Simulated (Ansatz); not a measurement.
**BF2H3OSi: vertical spin-state energies**

Which spin state of BF2H3OSi lies lowest at this geometry? Aim: vertical spin-state energies, for BF2H3OSi, run from a script. SMILES: FB(F)O[SiH3].

Computed with the Python package of Ansatz 0.2.0. Level of theory: PBE0/6-31G*.

### 1 The system

Bond lengths: F1–B2 1.500 Å, B2–F3 1.461 Å, B2–O4 1.441 Å, O4–Si5 1.734 Å, Si5–H6 1.496 Å, Si5–H7 1.487 Å, Si5–H8 1.432 Å. Angles: F1–B2–F3 119.5°, F1–B2–O4 118.2°, F3–B2–O4 122.1°, B2–O4–Si5 105.9°, O4–Si5–H6 109.0°, O4–Si5–H7 107.1°, O4–Si5–H8 112.8°, H6–Si5–H7 108.1°, H6–Si5–H8 109.3°, H7–Si5–H8 110.3°.

The script holds or builds the structure itself.

### 2 The script

spin_bf2h3osi.py

```python
"""Gap between spin states of BF2H3OSi at one geometry."""

import ansatz as az

GEOMETRY = """
F     1.96560   -1.35750    0.55470
B     0.47200   -1.21600    0.57470
F    -0.36350   -2.36050    0.21770
O    -0.08800    0.01630    1.06830
Si   -0.42610    0.97980   -0.33350
H    -1.07180    2.25810    0.09750
H     0.88000    1.31000   -0.96220
H    -1.27610    0.31270   -1.27300
"""


def main() -> None:
    mol = az.Crystal.molecule()
    for line in GEOMETRY.strip().splitlines():
        symbol, *xyz = line.split()
        mol = mol.atom(symbol, [float(v) for v in xyz])

    calculation = mol.calculation().basis(gaussian="6-31G*").functional("pbe0").accuracy("medium")
    found = {}
    for unpaired in [0, 2]:
        rep = calculation.spin("collinear", total=unpaired).run(threads=1).report
        s = unpaired / 2
        found[unpaired] = rep["free_energy_ev"]
        print(f"2S+1 = {unpaired + 1}: E = {found[unpaired]:.5f} eV, <S^2> = {abs(rep['mean_field']['state']['spin_squared']):.3f} (pure state {s * (s + 1):.2f})")
    lowest = min(found, key=found.get)
    for unpaired, e in found.items():
        print(f"multiplicity {unpaired + 1}: {96.485332 * (e - found[lowest]):.1f} kJ/mol above the lowest")


if __name__ == "__main__":
    main()
```

### 3 Running it

On the command line:

```
$ python spin_bf2h3osi.py
```

**Question.** Which spin state is lowest at this geometry, and how far above lie the others?

As calculated:

| quantity | value |
| --- | --- |
| runs compared | 2 |
| lowest | run 1 (2S+1 = 1) |
| next above it by | 6.496 eV |

**Reading.** In order: multiplicity 1 (+0.00 eV) and multiplicity 3 (+6.50 eV), all at the one geometry. The geometry is a force-field or estimated start, not a minimum of this method, and the basis set is short of its limit. All parts are taken at fixed geometry, without zero-point energy.
